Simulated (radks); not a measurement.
# Cs³⁺ in [Kr] 4d10 5s2 5p4: an all-electron calculation

Wanted: eigenvalues, radial structure and energy terms of the caesium ion Cs3+.

Method: Dirac Kohn-Sham, LDA (Slater exchange, Perdew-Wang correlation), spin-unpolarised, spherical densities, point nucleus; open shells fill j = l - 1/2 first. Code: radks (a radial shooting solver on a logarithmic mesh, Libxc functionals) version 1.

**1. The atom as given**

- element: caesium (Z = 55)
- charge: +3
- electrons: 52
- configuration: [Kr] 4d10 5s2 5p4

**2. Self-consistent calculation**

Input:

```text
Z 55
configuration [Kr] 4d10 5s2 5p4 6s0 4f0 5d0 6p0
relativity Dirac
functional lda,pw
spin unpolarised
j_filling energy
nucleus point
c 137.035999084
```

Q: Predict the outcome of this run.

As calculated:

```
                        quantity                   value
                    total energy      -7781.9369 hartree
exchange-correlation share of it                  2.38 %
                            −T/E                  1.0647
          highest occupied level       5p3/2, -39.025 eV
    most extended occupied level  5p3/2, <r> = 1.94 bohr
 radius at density 0.001 e/bohr³               3.59 bohr
    maxima of the radial density                       4
         ionisation energy, NIST          43 (theory) eV
```

5 principal shells are occupied and 4 maxima appear in the radial density; where shells overlap, one shows as a shoulder or not at all. −T/E is 1.065: with relativity the kinetic term as defined here no longer equals −E. The top level binds by 39.025 eV, 91 % of the NIST ionisation energy of 43 eV. Spin polarisation and multiplet splitting are left out.
